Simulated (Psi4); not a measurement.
# [GeH3]− (SMILES [H][Ge-]([H])[H]) at HF/3-21G (sweep point 2)

What is the vertical electron affinity of [GeH3]− at HF/3-21G (sweep point 2)? 

The calculation is run with Psi4 1.11.

### Step 1. The molecule

[GeH3]− has 4 atoms, charge -1, and is taken as a singlet. As SMILES, `[H][Ge-]([H])[H]`. The shape comes from GFN2-xTB, which is rough for such elements, and wasn't checked as a minimum.

Bond lengths: Ge1–H2 1.752 Å, Ge1–H3 1.754 Å, Ge1–H4 1.756 Å. Angles: H2–Ge1–H3 89.1°, H2–Ge1–H4 89.3°, H3–Ge1–H4 89.6°.

### Step 2. The energy at HF/3-21G (sweep point 2)

Contents of geh3.inp:

```
memory 1600 MB

molecule {
  -1 1
  Ge    -0.01421074     0.01096041     1.45132856
  H      2.68709606    -0.05945078    -0.46190576
  H     -1.28021386     2.36115610    -0.51347638
  H     -1.39267146    -2.31268463    -0.47592752
  units au
  symmetry c1
}

set {
  basis 3-21G
  puream true
  scf_type pk
}

e, wfn = energy('scf', return_wfn=True)
print_variables()
```

On the command line:

```bash
psi4 -n 1 geh3.inp geh3.out
```

geh3.out:

```text
[...]
  Running in c1 symmetry.
[...]
  Nuclear repulsion =   29.605012028104341
[...]
  Multiplicity = 1
[...]
  Nalpha       = 18
  Nbeta        = 18
[...]
    Number of basis functions: 28
[...]
   @RHF iter   1: -2066.20794319092101   -3.92815e+00   3.35014e-02 ADIIS/DIIS
[...]
   @RHF iter   7: -2067.01285565331955   -1.23373e-08   4.29821e-07 DIIS
[...]
    Orbital Energies [Eh]
    ---------------------
    Doubly Occupied:
       1A   -402.411559     2A    -51.637719     3A    -45.648731
       4A    -45.648730     5A    -45.648225     6A     -6.868165
       7A     -4.821863     8A     -4.821858     9A     -4.818193
      10A     -1.270588    11A     -1.270584    12A     -1.266695
      13A     -1.266690    14A     -1.264924    15A     -0.421106
      16A     -0.174945    17A     -0.174368    18A     -0.079946
[...]
  @RHF Final Energy: -2067.01285565331955
   => Energetics <=
    Nuclear Repulsion Energy =             29.6050120281043405
    One-Electron Energy =               -2954.2060551067252163
    Two-Electron Energy =                 857.5881874253012711
    Total Energy =                      -2067.0128556533195479
[...]
 Multipole Moments:
 ------------------------------------------------------------------------------------
     Multipole            Electronic (a.u.)      Nuclear  (a.u.)        Total (a.u.)
 ------------------------------------------------------------------------------------
 L = 1.  Multiply by 2.5417464519 to convert [e a0] to [Debye]
 Dipole X            :         -0.0351165            0.0307843           -0.0043321
 Dipole Y            :          0.0296916           -0.0237535            0.0059381
 Dipole Z            :          3.7626319           -3.1439633            0.6186686
 Magnitude           :                                                    0.6187123
[...]
```

Run time: 1.7 s. Hardware: 1 thread of AMD EPYC 7R13 (Zen 3), shared host; peak memory 0.19 GiB.

### Step 3. Doublet [GeH3]2− at the same level

Contents of geh3.dat:

```
memory 1600 MB

molecule mol {
  -2 2
  Ge    -0.01421074     0.01096041     1.45132856
  H      2.68709606    -0.05945078    -0.46190576
  H     -1.28021386     2.36115610    -0.51347638
  H     -1.39267146    -2.31268463    -0.47592752
  units au
  symmetry c1
}

set {
  basis 3-21G
  reference uhf
  puream true
  scf_type pk
  maxiter 150
}

energy("hf")
```

On the command line:

```bash
psi4 geh3.dat geh3.out -n 1
```

geh3.out:

```text
[...]
  Running in c1 symmetry.
[...]
  Nuclear repulsion =   29.605012028104341
[...]
  Multiplicity = 2
[...]
  Nalpha       = 19
  Nbeta        = 18
[...]
    Number of basis functions: 28
[...]
   @UHF iter   1: -2065.70166484706306   -3.42187e+00   3.47748e-02 ADIIS/DIIS
[...]
   @UHF iter  11: -2066.66850782352731   -1.02555e-08   7.87843e-07 DIIS
[...]
   @S^2 Observed:                7.587958002E-01
[...]
    Orbital Energies [Eh]
    ---------------------
    Alpha Occupied:
       1A   -402.177670     2A    -51.401890     3A    -45.413639
       4A    -45.413428     5A    -45.412840     6A     -6.629934
       7A     -4.584953     8A     -4.583162     9A     -4.581170
      10A     -1.033210    11A     -1.031840    12A     -1.030613
      13A     -1.029180    14A     -1.027145    15A     -0.195017
      16A      0.022203    17A      0.035438    18A      0.127197
      19A      0.333877
    Alpha Virtual:
      20A      0.557292    21A      0.689510    22A      0.888033
      23A      0.892620    24A      0.896123    25A      0.929617
[...]
  @UHF Final Energy: -2066.66850782352731
   => Energetics <=
    Nuclear Repulsion Energy =             29.6050120281043405
    One-Electron Energy =               -2962.3040179474369324
    Two-Electron Energy =                 866.0304980958051146
    Total Energy =                      -2066.6685078235277615
  UHF NO Occupations:
  HONO-2 :   17  A 1.9996521
  HONO-1 :   18  A 1.9960592
[...]
 Multipole Moments:
 ------------------------------------------------------------------------------------
     Multipole            Electronic (a.u.)      Nuclear  (a.u.)        Total (a.u.)
 ------------------------------------------------------------------------------------
 L = 1.  Multiply by 2.5417464519 to convert [e a0] to [Debye]
 Dipole X            :          0.0698150            0.0307843            0.1005994
 Dipole Y            :          0.0490067           -0.0237535            0.0252532
 Dipole Z            :          3.7075811           -3.1439633            0.5636178
 Magnitude           :                                                    0.5730820
[...]
```

It took 1.9 s on 1 thread of AMD EPYC 7R13 (Zen 3), shared host; peak memory 0.19 GiB.

### Step 4. Summary of results

Level: HF/3-21G (sweep point 2).

| quantity | value |
| --- | --- |
| singlet [GeH3]−: total energy | -2067.01286 Eh |
| singlet [GeH3]−: HOMO energy | -2.18 eV |
| singlet [GeH3]−: LUMO energy | 9.65 eV |
| singlet [GeH3]−: HOMO–LUMO gap (to an unbound level, set by the basis) | 11.82 eV |
| doublet [GeH3]2−: total energy | -2066.66851 Eh |
| doublet [GeH3]2−: HOMO energy (highest over α and β) | 9.09 eV |
| doublet [GeH3]2−: LUMO energy (lowest over α and β) | 15.16 eV |
| doublet [GeH3]2−: ⟨S²⟩ | 0.759 |
| vertical electron affinity (to the doublet dianion) | -9.370 eV |

The dianion lies 9.37 eV (904 kJ/mol) above the anion: the electron isn't bound at this level, and such a value depends on the basis. Without diffuse functions anions come out too high. Hartree–Fock misses the correlation that binds many anions. The HOMO (doublet [GeH3]2−) lies at positive energy, 9.09 eV: the electron is unbound at this level or held by a compact basis; values depend on the basis.
